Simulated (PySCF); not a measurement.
# CoH4S4 ([Co(SH)4]2-): the cost of one run

Programs: PySCF 2.14.0, with routines of our own; each step states its level. All values are computed. Atoms count from 0.

### 1 The starting structure

9 atoms, charge -2, states of the metal's open shell are computed; geometry from: model start, shaken.

### 2 Relaxing the molecule at PBE0-D3(BJ)/def2-TZVP

The job: settings as JSON, then the geometry in Å.

```
{"job": {"xc": "PBE0", "basis": "def2-TZVP", "d3": "d3bj", "grid": 1, "maxiter": 45, "solvent": "water", "kind": "geom"}, "charge": -2, "metal": "Co", "open_shell": "d7"}
Co     0.000020     0.004480    -0.004110
S      2.256640    -0.006820    -0.014870
H      2.520900     1.340100    -0.007380
S     -2.279310     0.007350     0.005350
H     -2.518420    -1.333960    -0.000440
S      0.010430     2.249840    -0.006860
H     -0.028520     2.500660     1.292370
S     -0.003530    -2.289010     0.004070
H      0.002350    -2.522800    -1.357750
```

The run is started by

```bash
$ OMP_NUM_THREADS=1 python lf_run.py task.json out
```

This one command runs all jobs of the session in turn.

Q: Estimate the wall time and peak memory of this first job on 1 thread of Arm Neoverse V1, shared host.

About 19 min, with a peak of 1.4 GiB.
